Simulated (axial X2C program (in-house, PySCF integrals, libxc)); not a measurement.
**PbGa: properties at the nuclei**

Wanted for PbGa: properties at the nuclei, at the two-component level.

The runs use an in-house X2C program for linear molecules on PySCF integrals; two-component X2C with atomic mean-field terms, Pb dyall-cv3z, Ga dyall-cv3z.

All values are calculated.

### Step 1. The job

Contents of task.json:

```json
{"zs": [82, 31], "q": 0, "bas": ["dyall-cv3z", "dyall-cv3z"], "r0": 2.68, "levels": ["PBE0", "HF", "PBE", "TPSSh", "BP86"], "nst": 3}
```

Keys: zs atomic numbers; q charge; bas basis sets; r0 starting distance in Å; levels methods (HF also brings MP2); nst determinants followed.

The run is started by

```sh
> python soeom.py task.json out
```

After this run come: Expectation values, lowest determinant; Expectation values, a higher determinant; Expectation values, a higher determinant.

What does the calculation give? Wanted: lowest determinant; Eeff magnitude; Ws magnitude Pb; A∥/gI Pb; qzz Pb; higher determinant (for each run or level that gives them).

As calculated:

| quantity | value |
| --- | --- |
| lowest determinant | Ω = 3/2 (excess of +ω over −ω: ω = 3/2) |
| Eeff magnitude (GV/cm), PBE0 | 34.5 |
| Ws magnitude Pb (kHz), PBE0 | 29.9 |
| A∥/gI Pb (MHz), PBE0 | -1260 |
| qzz Pb (a.u.), PBE0 | -3.12 |
| higher determinant | Ω = 1/2 (excess of +ω over −ω: ω = 1/2) |
| Eeff magnitude (GV/cm), PBE0, higher determinant | 7.45 |
| Ws magnitude Pb (kHz), PBE0, higher determinant | 22 |
| A∥/gI Pb (MHz), PBE0, higher determinant | -259 |
| qzz Pb (a.u.), PBE0, higher determinant | -4.20 |
| higher determinant | Ω = 1/2 (excess of +ω over −ω: 2 × ω = -1/2, ω = 3/2) |
| Eeff magnitude (GV/cm), PBE0, higher determinant | 20.7 |
| Ws magnitude Pb (kHz), PBE0, higher determinant | 50.9 |
| A∥/gI Pb (MHz), PBE0, higher determinant | -7290 |
| qzz Pb (a.u.), PBE0, higher determinant | -2.01 |

**Reading.** In the first state, the effective field runs from 25.7 to 53.5 GV/cm over the mean-field levels, so the levels don't agree on it. The expectation values come from single determinants, which for open shells can mix terms of unlike spin or miss the lowest Ω, so a determinant need not be a state. Eeff is the effective electric field on the electron dipole moment in this Ω state and Ws the scalar–pseudoscalar constant (defined with the proton number Z and per Ω); A∥ is the parallel hyperfine constant, which follows by multiplying with the nuclear g factor gI = μI/(I μN); qzz is the electric field gradient, eQq0 = 234.96 MHz × Q/barn × qzz; μ is positive if Ga is the positive end. The operators were transformed with the bare-nucleus X2C matrices. A second determinant lies within 0.1 eV of the first, so their order is not settled at this level.
